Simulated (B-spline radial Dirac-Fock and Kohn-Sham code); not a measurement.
# Inner shells of Gd⁴³⁺

What does theory give for the Gd⁴³⁺ ion? The session works out its X-ray form factor and Compton profile, the binding energy of each subshell, how cheaper methods do for the levels and its two-hole states.

Program: B-spline radial Dirac-Fock and Kohn-Sham code, version 2. Model: a free atom or ion on a radial basis; each step names its model. All values are calculated, but those marked as tabulated.

## Step 1: What is computed

Gadolinium as Gd⁴³⁺ in the configuration [Ar] 3d3.

* nuclear charge: 64
* electrons: 21
* mass number: 158
* nuclear rms radius: 5.1569 fm

## Step 2: Form factor and Compton profile

Model: Dirac-Fock average of configuration, finite nucleus; form factor of the spherical density, Waller-Hartree incoherent function, impulse-approximation Compton profiles.

The run's settings:

```ini
task = scatter
Z = 64
charge = 43
configuration = 1s2 2s2 2p6 3s2 3p6 3d3
mass_number = 158
rms_radius = 5.1569  # fm
s = [0.0, 0.05, 0.1, 0.15, 0.2, 0.25, 0.3, 0.35, 0.4, 0.45, 0.5, 0.6, 0.7, 0.8, 0.9, 1.0, 1.1, 1.2, 1.4, 1.6, 1.8, 2.0, 2.5, 3.0, 3.5, 4.0, 5.0, 6.0]  # 1/A
pz = [0, 0.1, 0.2, 0.3, 0.4, 0.5, 0.6, 0.8, 1.0, 1.2, 1.4, 1.6, 1.8, 2.0, 2.5, 3.0, 4.0, 5.0, 7.0, 10.0, 15.0, 20.0, 30.0, 40.0, 60.0, 100.0]  # a.u.
photon_energy = [1000, 2000, 17479.3, 20000, 30000, 50000, 500000, 1000000]  # eV
```

From the run's result record (rounded, not every field):

```text
{
  "status": "converged",
  "form_factor [e]": [21.0, 20.987, 20.95, 20.887, 20.8, 20.689, 20.555, 20.397, 20.218, 20.017, 19.796, 19.299, 18.736, 18.117, 17.453, 16.756, 16.036, 15.305, 13.846, 12.45, 11.166, 10.026, 7.8565, 6.5138, 5.6782, 5.0737, 4.0435, 3.1194],
  "incoherent": [-6.7835e-12, 0.012336, 0.049251, 0.11047, 0.19554, 0.30383, 0.43457, 0.58681, 0.75948, 0.9514, 1.1613, 1.6294, 2.1521, 2.7175, 3.3136, 3.9292, 4.5541, 5.1792, 6.4012, 7.5518, 8.6075, 9.5603, 11.518, 12.992, 14.14, 15.08, 16.559, 17.63],
  "compton_total [1/a.u.]": [0.85192, 0.85185, 0.85162, 0.85125, 0.85072, 0.85005, 0.84923, 0.84713, 0.84445, 0.84117, 0.83729, 0.83284, 0.8278, 0.82219, 0.80569, 0.78583, 0.73701, 0.67859, 0.5486, 0.37433, 0.20841, 0.12964, 0.054661, 0.02564, 0.0077397, 0.001317],
  "shells": ["1s1/2", "2s1/2", "2p1/2", "2p3/2", "3s1/2", "3p1/2", "3p3/2", "3d3/2", "3d5/2"],
  "occupation": [2.0, 2.0, 2.0, 4.0, 2.0, 2.0, 4.0, 1.2, 1.8],
  "mean_momentum [a.u.]": [62.675, 22.581, 29.9, 27.462, 12.241, 14.51, 13.828, 16.531, 16.276],
  "r2 [bohr^2]": 0.68231,
  "r_inverse [1/bohr]": 341.56,
  "r1 [bohr]": 3.1288,
  "coherent [b]": [292.92, 291.56, 196.17, 177.63, 119.75, 64.446, 1.3551, 0.35418],
  "incoherent_cross_section [b]": [0.010613, 0.04208, 2.2185, 2.6621, 4.1744, 5.9799, 5.794, 4.354],
  "radial_jk": {
    "3d": {"j0": [1.0, 0.99914, 0.99657, 0.9923, 0.98636, 0.97876, 0.96956, 0.9588, 0.94653, 0.93282, 0.91773, 0.88371, 0.84512, 0.80268, 0.75711, 0.7092, 0.65969, 0.60932, 0.5087, 0.41216, 0.32334, 0.24464, 0.097754, 0.015878, -0.020372, -0.030748, -0.023363, -0.011949], "j2": [0.0, 0.00034326, 0.0013705, 0.0030741, 0.0054415, 0.0084554, 0.012094, 0.01633, 0.021134, 0.02647, 0.032302, 0.045285, 0.059725, 0.075239, 0.091427, 0.10789, 0.12424, 0.14013, 0.16922, 0.19309, 0.21047, 0.22085, 0.21857, 0.1881, 0.14658, 0.1063, 0.048303, 0.019224], "j4": [0.0, 4.7074e-08, 7.5185e-07, 3.795e-06, 1.1944e-05, 2.9006e-05, 5.9758e-05, 0.00010986, 0.00018577, 0.00029461, 0.00044405, 0.00089739, 0.001613, 0.0026579, 0.0040944, 0.0059761, 0.0083442, 0.011225, 0.018546, 0.027806, 0.038621, 0.050419, 0.079804, 0.10187, 0.1121, 0.11109, 0.089122, 0.061243], "r2": 0.046603, "r4": 0.0036421, "r6": 0.00042977}
  }
}
```

Form factor and incoherent function, every second point:

| s (1/Å) | f (e) | f / N | S(s) |
| --- | --- | --- | --- |
| 0 | 21.00 | 1.000 | 0 |
| 0.100 | 20.95 | 0.998 | 0.04925 |
| 0.200 | 20.80 | 0.990 | 0.1955 |
| 0.300 | 20.55 | 0.979 | 0.4346 |
| 0.400 | 20.22 | 0.963 | 0.7595 |
| 0.500 | 19.80 | 0.943 | 1.161 |
| 0.700 | 18.74 | 0.892 | 2.152 |
| 0.900 | 17.45 | 0.831 | 3.314 |
| 1.10 | 16.04 | 0.764 | 4.554 |
| 1.40 | 13.85 | 0.659 | 6.401 |
| 1.80 | 11.17 | 0.532 | 8.607 |
| 2.50 | 7.857 | 0.374 | 11.52 |
| 3.50 | 5.678 | 0.270 | 14.14 |
| 5.00 | 4.044 | 0.193 | 16.56 |

## Step 3: Binding energies

Model: Dirac-Fock average of configuration, Delta-SCF, finite nucleus, first-order Breit with its frequency dependence, self-energy and vacuum polarisation.

Settings, as recorded:

```ini
task = binding
```

From the run's result record (rounded, not every field):

```text
{
  "status": "converged",
  "shells": ["K", "L1", "L2", "L3", "M1", "M2", "M3", "M4,5"],
  "total_energy_parts [Ha]": [-9749.7453, 10.5534945, -1.05325119, -0.155802223, 8.09916501, -1.26746553],
  "koopmans [eV]": [53022.8, 10868.9, 10440.3, 9732.96, 4015.61, 3837.1, 3667.85, 3407.02],
  "dirac_coulomb [eV]": [52984.9, 10858.1, 10426.8, 9720.84, 4014.13, 3835.32, 3666.29, 3404.85],
  "gaunt [eV]": [-157.428, -16.7139, -27.7302, -19.4995, -3.70906, -6.25853, -4.38089, -2.17924],
  "retardation [eV]": [11.8888, 1.26459, 2.86321, 2.87739, 0.359296, 0.762298, 0.77257, 0.411775],
  "breit_frequency [eV]": [1.95778, -0.153538, -0.0208641, 0.832062, -0.045525, -0.0399371, 0.190967, -0.00686882],
  "self_energy [eV]": [-87.9774, -12.0524, 0.305622, -0.708712, -3.03309, -0.00417995, -0.224755, 0.128918],
  "vacuum_polarisation [eV]": [14.3738, 1.82955, 0.0216768, -0.0749767, 0.443812, 0.00826168, -0.0188576, -0.0196765],
  "binding [eV]": [52767.7, 10832.3, 10402.2, 9704.26, 4008.15, 3829.79, 3662.63, 3403.19],
  "mean_radius [bohr]": [0.0219015, 0.0919335, 0.0768607, 0.0834762, 0.229659, 0.218343, 0.22889, 0.201943]
}
```

total_energy_parts: Dirac-Coulomb, Gaunt, retardation, frequency dependence, self-energy, vacuum polarisation. 

Each level as Koopmans' value plus corrections (eV):

| level | -ε | relaxation | Breit | QED | binding |
| --- | --- | --- | --- | --- | --- |
| K | 53022.8 | -37.94 | -143.58 | -73.60 | 52767.7 |
| L1 | 10868.9 | -10.80 | -15.60 | -10.22 | 10832.3 |
| L2 | 10440.3 | -13.56 | -24.89 | 0.33 | 10402.2 |
| L3 | 9733.0 | -12.13 | -15.79 | -0.78 | 9704.3 |
| M1 | 4015.6 | -1.48 | -3.40 | -2.59 | 4008.1 |
| M2 | 3837.1 | -1.79 | -5.54 | 0.00 | 3829.8 |
| M3 | 3667.8 | -1.55 | -3.42 | -0.24 | 3662.6 |
| M4,5 | 3407.0 | -2.16 | -1.77 | 0.11 | 3403.2 |

X-ray lines as differences of these levels:

| line | energy (eV) |
| --- | --- |
| Kβ1 (K-M3) | 49105.1 |
| Kβ3 (K-M2) | 48937.9 |
| Kα1 (K-L3) | 43063.4 |
| Kα2 (K-L2) | 42365.5 |
| Lβ3 (L1-M3) | 7169.6 |
| Lβ4 (L1-M2) | 7002.5 |
| Lη (L2-M1) | 6394.1 |
| Lℓ (L3-M1) | 5696.1 |

## Step 4: Dirac LDA, for comparison

Model: Dirac-Kohn-Sham LDA (Slater exchange, VWN correlation), finite nucleus, spherical and without spin polarisation.

Recorded inputs:

```ini
task = binding-ladder
method = lda,vwn
relativity = dirac
```

From the run's result record (rounded, not every field):

```text
{
  "status": "converged",
  "shells": ["K", "L1", "L2", "L3", "M1", "M2", "M3", "M4,5"],
  "minus_eigenvalue [eV]": [52475.0, 10668.8, 10277.1, 9573.23, 3933.17, 3778.7, 3610.31, 3348.01],
  "delta_scf [eV]": [52972.6, 10786.8, 10419.2, 9704.06, 3983.17, 3831.44, 3660.66, 3405.48],
  "total_energy [Ha]": -9743.8655,
  "dirac_fock_binding [eV]": [52767.7, 10832.3, 10402.2, 9704.26, 4008.15, 3829.79, 3662.63, 3403.19]
}
```

Beside the Dirac-Fock ΔSCF result with Breit and QED, in eV:

| level | -ε | miss | ΔSCF | miss | Dirac-Fock |
| --- | --- | --- | --- | --- | --- |
| K | 52475.0 | -292.7 | 52972.6 | +204.9 | 52767.7 |
| L1 | 10668.8 | -163.5 | 10786.8 | -45.5 | 10832.3 |
| L2 | 10277.1 | -125.1 | 10419.2 | +17.0 | 10402.2 |
| L3 | 9573.2 | -131.0 | 9704.1 | -0.2 | 9704.3 |
| M1 | 3933.2 | -75.0 | 3983.2 | -25.0 | 4008.1 |
| M2 | 3778.7 | -51.1 | 3831.4 | +1.6 | 3829.8 |
| M3 | 3610.3 | -52.3 | 3660.7 | -2.0 | 3662.6 |
| M4,5 | 3348.0 | -55.2 | 3405.5 | +2.3 | 3403.2 |

## Step 5: Two holes

Model: Dirac-Fock average of configuration, Delta-SCF, finite nucleus, first-order Breit with its frequency dependence, self-energy and vacuum polarisation; two-hole levels by intermediate coupling within the shell, Auger rates as independent-particle Coulomb matrix elements.

The run's settings:

```ini
task = double
```

From the run's result record (rounded, not every field):

```text
{
  "status": "converged",
  "single_binding [eV]": {"K": 52767.7, "L1": 10832.28, "L2": 10402.21, "L3": 9704.263, "M1": 4008.148, "M2": 3829.787, "M3": 3662.632, "M4,5": 3403.186},
  "double_binding [eV]": {
    "KK": 106735.5,
    "KL2": 63571.23,
    "KL3": 62828.97,
    "KM2": 56759.39,
    "KM3": 56580.93,
    "L1L1": 21912.96,
    "L1L2": 21474.45,
    "L1L3": 20767.66,
    "L1M2": 14797.15,
    "L1M3": 14624.99,
    "L2L2": 21105.44,
    "L2L3": 20377.25,
    "L2M1": 14541.7,
    "L2M3": 14199.75,
    "L3L3": 19674.66,
    "L3M1": 13842.25,
    "L3M2": 13672.29,
    "M2M2": 7768.928,
    "M2M3": 7593.603,
    "M3M3": 7426.104
  },
  "auger_lines [eV]": {
    "K-L123": [["L2L3", 2, 0.999504, 32381.7, 0.365539], ["L1L2", 1, 0.994698, 31281.0, 0.131512], ["L3L3", 2, 0.999504, 33101.0, 0.131073], ["L1L3", 1, 0.994698, 31959.5, 0.109963], ["L1L1", 0, 0.994543, 30848.7, 0.0908324], ["L1L3", 2, 1.0, 32026.5, 0.0264509]],
    "L2-M23": [["M2M3", 2, 0.998755, 2805.13, 0.225519], ["M2M2", 0, 0.997813, 2632.57, 0.106423], ["M2M3", 1, 1.0, 2814.06, 0.10286], ["M3M3", 0, 0.997813, 2962.39, 0.00259594], ["M3M3", 2, 0.998755, 2979.22, 0.0020466]],
    "L3-M23": [["M3M3", 2, 0.998755, 2281.26, 0.196388], ["M2M3", 2, 0.998755, 2107.18, 0.136434], ["M3M3", 0, 0.997813, 2264.44, 0.0605423], ["M2M3", 1, 1.0, 2116.11, 0.0592749], ["M2M2", 0, 0.997813, 1934.61, 0.00168383]]
  }
}
```

Auger rows: leading holes, J, purity, kinetic energy, width; the six strongest of each group. Left out are hole states that did not converge, or in which two open shells of one symmetry are about equally filled, where the average of configuration falls too low.

The cost of two holes beyond the sum of single holes (eV):

| holes | double | sum of singles | U |
| --- | --- | --- | --- |
| K K | 106735.5 | 105535.4 | 1200.1 |
| K L2 | 63571.2 | 63169.9 | 401.3 |
| K L3 | 62829.0 | 62472.0 | 357.0 |
| K M2 | 56759.4 | 56597.5 | 161.9 |
| K M3 | 56580.9 | 56430.3 | 150.6 |
| L1 L1 | 21913.0 | 21664.6 | 248.4 |
| L1 L2 | 21474.4 | 21234.5 | 240.0 |
| L1 L3 | 20767.7 | 20536.5 | 231.1 |
| L1 M2 | 14797.2 | 14662.1 | 135.1 |
| L1 M3 | 14625.0 | 14494.9 | 130.1 |
| L2 L2 | 21105.4 | 20804.4 | 301.0 |
| L2 L3 | 20377.3 | 20106.5 | 270.8 |
| L2 M1 | 14541.7 | 14410.4 | 131.3 |
| L2 M3 | 14199.7 | 14064.8 | 134.9 |
| L3 L3 | 19674.7 | 19408.5 | 266.1 |
| L3 M1 | 13842.3 | 13712.4 | 129.8 |
| L3 M2 | 13672.3 | 13534.1 | 138.2 |
| M2 M2 | 7768.9 | 7659.6 | 109.4 |
| M2 M3 | 7593.6 | 7492.4 | 101.2 |
| M3 M3 | 7426.1 | 7325.3 | 100.8 |

## Step 6: non-relativistic HF, for comparison

Model: non-relativistic Hartree-Fock, average of configuration, point nucleus.

Recorded inputs:

```ini
task = binding-ladder
method = hf
relativity = nr
```

From the run's result record (rounded, not every field):

```text
{
  "status": "converged",
  "shells": ["1s", "2s", "2p", "3s", "3p", "3d"],
  "minus_eigenvalue [eV]": [49999.4, 10060.6, 9693.39, 3788.32, 3630.12, 3402.27],
  "delta_scf [eV]": [49966.7, 10051.2, 9681.78, 3787.03, 3628.62, 3400.09],
  "total_energy [Ha]": -9305.39258
}
```

Against the Dirac-Fock value with Breit and QED (eV):

| level | -ε | miss | ΔSCF | miss | Dirac-Fock |
| --- | --- | --- | --- | --- | --- |
| 1s | 49999.4 | -2768.3 | 49966.7 | -2801.0 | 52767.7 |
| 2s | 10060.6 | -771.7 | 10051.2 | -781.1 | 10832.3 |
| 2p | 9693.4 | -243.5 | 9681.8 | -255.1 | 9936.9 |
| 3s | 3788.3 | -219.8 | 3787.0 | -221.1 | 4008.1 |
| 3p | 3630.1 | -88.2 | 3628.6 | -89.7 | 3718.4 |
| 3d | 3402.3 | -0.9 | 3400.1 | -3.1 | 3403.2 |

Spin-orbit partners are averaged with weights 2j + 1.

## Step 7: Methods side by side

| method | level | eigenvalue miss (%) | ΔSCF miss (%) | time |
| --- | --- | --- | --- | --- |
| Dirac LDA | K | -0.55 | +0.39 | 1.3 s |
| non-relativistic HF | 1s | -5.25 | -5.31 | 0.18 s |
| Dirac-Fock + Breit + QED | all | - | reference | 2 s |

Times cover the ground state and all hole states of a step, on one thread of a shared host; states solved in an earlier step are reused, and a first call can include compiling.

## Step 8: Outcome

```
                                  quantity                    value
          rms radius of the electron cloud               0.180 bohr
                     form factor halves at                  1.9 1/Å
                   Compton profile at zero            0.8519 1/a.u.
              deepest level listed, K (1s)               52767.7 eV
                    least bound, M4,5 (3d)                3403.2 eV
                                       Kα1               43063.4 eV
     ionisation energy, NIST (theoretical)               3424.00 eV
           Dirac LDA, K: eigenvalue / ΔSCF     52475.0 / 52972.6 eV
                            largest U, K K                1200.1 eV
                  strongest line of K-L123  L2L3, J = 2, 32381.7 eV
non-relativistic HF, 1s: eigenvalue / ΔSCF     49999.4 / 49966.7 eV
```

**Reading.** The form factor starts at the 21 electrons and halves by s = 1.9 1/Å. Incoherent scattering outweighs coherent from 500 keV on, among the energies asked. The K (1s) level lies 37.9 eV under Koopmans' value by relaxation alone; Breit gives -143.58 and QED -73.60 eV. NIST's ionisation energy differs by +20.81 eV from the least binding energy; the calculation averages open shells over their j components and terms. Dirac LDA misses the K level by -0.6 % with its eigenvalue and by +0.4 % with ΔSCF. Breit and QED terms, which only the reference holds, shift this level by tenths of a per cent, so the eigenvalue's nearness can be cancellation. Two holes repel most in K K, by 1200.1 eV, and least in M3 M3, by 100.8 eV. In the K-L123 Auger group the L2L3 J = 2 line carries 40 % of the rate. Non-relativistic HF misses the 1s level by -5.2 % with its eigenvalue and by -5.3 % with ΔSCF, as relativity is missing. The Hartree-Fock and Dirac-Fock values hold no electron correlation.
